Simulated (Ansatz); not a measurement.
Consider an atomisation energy of C₂H₃IO, SMILES OC=CI (the Python package of Ansatz (0.2.0)).

`tae_c2h3io.py`
```python
"""Atomisation energy of C2H3IO at the given geometry."""

from collections import Counter

import ansatz as az


def total_energy(molecule, charge=0, unpaired=0):
    calc = (
        molecule.calculation()
        .basis(gaussian="def2-SVP")
        .functional("pbe0", dispersion="d4")
    )
    if charge:
        calc = calc.charge(charge)
    if unpaired:
        calc = calc.spin("collinear", total=unpaired)
    return calc.run(threads=1, pin="off").report["free_energy_ev"]

GEOMETRY = """
O    -0.70770    1.29930    0.16550
C     0.34130    0.53930    0.27720
C     0.38810   -0.74150   -0.09640
I    -1.04370   -1.78920   -0.91360
H    -1.46740    0.80240   -0.26090
H     1.17280    1.10260    0.71480
H     1.37800   -1.28090    0.06780
"""

geometry = az.Crystal.molecule()
for line in GEOMETRY.strip().splitlines():
    symbol, *xyz = line.split()
    geometry = geometry.atom(symbol, [float(v) for v in xyz])

# Hund ground states
unpaired = {"O": 2, "C": 2, "I": 1, "H": 1}
counts = Counter(site.symbol for site in geometry.cartesian_sites)
atom_energy = {s: total_energy(az.Crystal.molecule().atom(s, (0, 0, 0)), 0, unpaired[s]) for s in counts}
whole = total_energy(geometry, 0, 0)
for s, e in atom_energy.items():
    print(f"{s:2s} x{counts[s]}  {e:14.5f} eV")
print(f"C2H3IO: {whole:.5f} eV")
split = sum(counts[s] * e for s, e in atom_energy.items()) - whole
print(f"atomisation energy (no zero-point term): {23.060548 * split:.1f} kcal/mol, {split / sum(counts.values()):.3f} eV an atom")
```

What does it cost to take this molecule apart into atoms?

626.7 kcal/mol from the electronic energies, without the zero-point term.

What the script printed:

`python tae_c2h3io.py` gives:
```text
O  x1     -2038.81032 eV
C  x2     -1027.52001 eV
I  x1     -8100.40388 eV
H  x3       -13.61361 eV
C2H3IO: -12262.27037 eV
atomisation energy (no zero-point term): 626.7 kcal/mol, 3.882 eV an atom
```

Total energies depend on the basis set; only differences at equal settings carry meaning. The geometry is a force-field or estimated start, not a minimum of this method, and the basis set is short of its limit. All parts are taken at fixed geometry, without zero-point energy. def2 sets replace the cores of elements past krypton by effective core potentials. The spin-orbit lowering of heavy atoms is left out. It ran for 3.1 s on 1 thread of Arm Neoverse V2, on a shared host, peak memory 0.22 GiB.
